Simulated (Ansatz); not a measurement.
# TiPdBr3: the cost of one run

Method: DFT PBE, scalar-relativistic, plane waves, PAW, in Ansatz 0.2.0.

1 further run of the same task is left out (it didn't finish).

## 1. The structure to begin with

Symmetry: P4mm, No. 99, tetragonal system. Conventional cell: a = 4.641 Å, b = 4.641 Å, c = 4.699 Å, α = 90.00°, β = 90.00°, γ = 90.00°. Around Ti (site symmetry 4mm) lie 12 Br at 3.25 to 3.35 Å. Around Pd (site symmetry 4mm) lie 6 Br at 2.16 to 2.54 Å. Around Br (site symmetry 4mm) lie 2 Pd at 2.16 to 2.54 Å. Around Br (site symmetry 2mm) lie 2 Pd at 2.32 Å and 4 Ti at 3.25 to 3.35 Å.

Structure file:

```cif
data_structure
_symmetry_space_group_name_H-M 'P4mm'
_symmetry_Int_Tables_number 99
_cell_length_a 4.6407
_cell_length_b 4.6407
_cell_length_c 4.6988
_cell_angle_alpha 90.000
_cell_angle_beta 90.000
_cell_angle_gamma 90.000
_cell_volume 101.19
loop_
_atom_site_label
_atom_site_type_symbol
_atom_site_symmetry_multiplicity
_atom_site_Wyckoff_symbol
_atom_site_fract_x
_atom_site_fract_y
_atom_site_fract_z
_atom_site_occupancy
Ti1 Ti 1 a 0.00000 0.00000 0.00000 1
Pd1 Pd 1 b 0.50000 0.50000 0.51500 1
Br1 Br 1 b 0.50000 0.50000 0.97500 1
Br2 Br 2 c 0.00000 0.50000 0.48500 1
```

(A quick probe on a coarse mesh, which set the mesh and smearing, is not shown.)

## 3. Coarse relaxation

Input file input.yaml:

```yaml
crystal:
  lattice:
    - [4.6406852078, 0.0, 0.0]
    - [0.0, 4.6406852078, 0.0]
    - [0.0, 0.0, 4.6988391578]
  atoms:
    - { symbol: Ti, position: [0.0, 0.0, 0.0], spin: 2.32 }
    - { symbol: Pd, position: [0.5, 0.5, 0.515] }
    - { symbol: Br, position: [0.5, 0.5, 0.975] }
    - { symbol: Br, position: [0.0, 0.5, 0.485] }
    - { symbol: Br, position: [0.5, 0.0, 0.485] }
basis:
  ecutwfc: 420
kpoints:
  mp_grid: { grid: [4, 4, 4] }
hamiltonian:
  xc: pbe
scf:
  occupations: { method: gaussian, width: 0.1 }
  lower_state_search: "off"
output:
  forces: true
  stress: true
  eigenvalues: true
  populations: true
magnetization:
  spin_polarized: true
relax:
  adjacent_minimum: "off"
  f_tol: 0.04
  max_steps: 70
  cell: { stress_tol: 0.4 }
```

The run is started by

```bash
$ ansatz run input.yaml --threads 1 --pin off --max-ram 2560MiB --backend cpu --events-out ev --progress --plain --runs-dir out
```

What time and memory should one allow on 1 thread of Arm Neoverse V2, shared host?

About 3.3 min, with a peak of 0.45 GiB.
